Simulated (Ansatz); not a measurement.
# SnH₄: how energies converge with the basis set

One table from this session's results is given with a row withheld; the runs are named, their logs left out.

Program: Ansatz 0.2.0, Gaussian basis. Level of theory: one geometry, several basis sets. These are calculated values, not measurements.

Plan: PBE0-D4/def2-SVP; ωB97M-V/def2-SVP; PBE0-D4/def2-QZVPP; ωB97M-V/def2-QZVPP; the functionals' def2-TZVPP values are taken from earlier runs.

## The relaxed structure

All runs share one geometry, relaxed beforehand with PBE0-D4 in a triple-zeta def2 set. Sn takes the def2 core potential; no spin-orbit term is included.

5 atoms, charge 0, spin multiplicity 1.

Atoms are counted from 1 here; the program's logs count them from 0.

Bond lengths: Sn1–H2 1.704 Å, Sn1–H3 1.704 Å, Sn1–H4 1.704 Å, Sn1–H5 1.704 Å. Angles: H2–Sn1–H3 109.5°, H2–Sn1–H4 109.5°, H2–Sn1–H5 109.5°, H3–Sn1–H4 109.5°, H3–Sn1–H5 109.5°, H4–Sn1–H5 109.5°.

Coordinates:

```
Sn    0.00995   -0.01471   -0.00829
H     0.83369   -0.86823    1.21478
H    -1.55359    0.38885    0.53526
H    -0.10683   -0.98936   -1.40091
H     0.86657    1.40984   -0.38224
```

The first run:

Input file in.yaml:

```yaml
crystal:
  periodic: [false, false, false]
  atoms:
    - {symbol: Sn, position_ang: [0.009952, -0.014706, -0.008292]}
    - {symbol: H, position_ang: [0.833695, -0.868228, 1.214780]}
    - {symbol: H, position_ang: [-1.553587, 0.388852, 0.535262]}
    - {symbol: H, position_ang: [-0.106833, -0.989356, -1.400909]}
    - {symbol: H, position_ang: [0.866574, 1.409838, -0.382240]}
basis:
  gaussian: {orbitals: def2-SVP}
hamiltonian: {xc: pbe0, dispersion: d4}
output: {orbitals: {seedname: orbitals}}
```

The run is started by

```bash
$ ansatz run in.yaml --threads 2 --pin off --events-out ev --progress --plain --max-ram 20480MiB --backend cpu
```

Among the steps run: PBE0-D4 in def2-SVP; ωB97M-V in def2-SVP; PBE0-D4 in def2-QZVPP; ωB97M-V in def2-QZVPP.

One table of the session follows, with a row left open; its other results are not shown here.

It belongs to the step «Density functionals: the series». 

| functional | basis | HOMO (eV) | LUMO (eV) |
| --- | --- | --- | --- |
| PBE0-D4 | def2-SVP | ? | ? |
| PBE0-D4 | def2-TZVPP | -9.16 | 0.69 |
| PBE0-D4 | def2-QZVPP | -9.17 | 0.35 |
| ωB97M-V | def2-SVP | -11.28 | 2.71 |
| ωB97M-V | def2-TZVPP | -11.38 | 2.03 |
| ωB97M-V | def2-QZVPP | -11.38 | 1.57 |

**Question.** Estimate the row for PBE0-D4, def2-SVP.

As computed: HOMO (eV): -9.12; LUMO (eV): 1.03. In the column «HOMO (eV)» it is the highest.
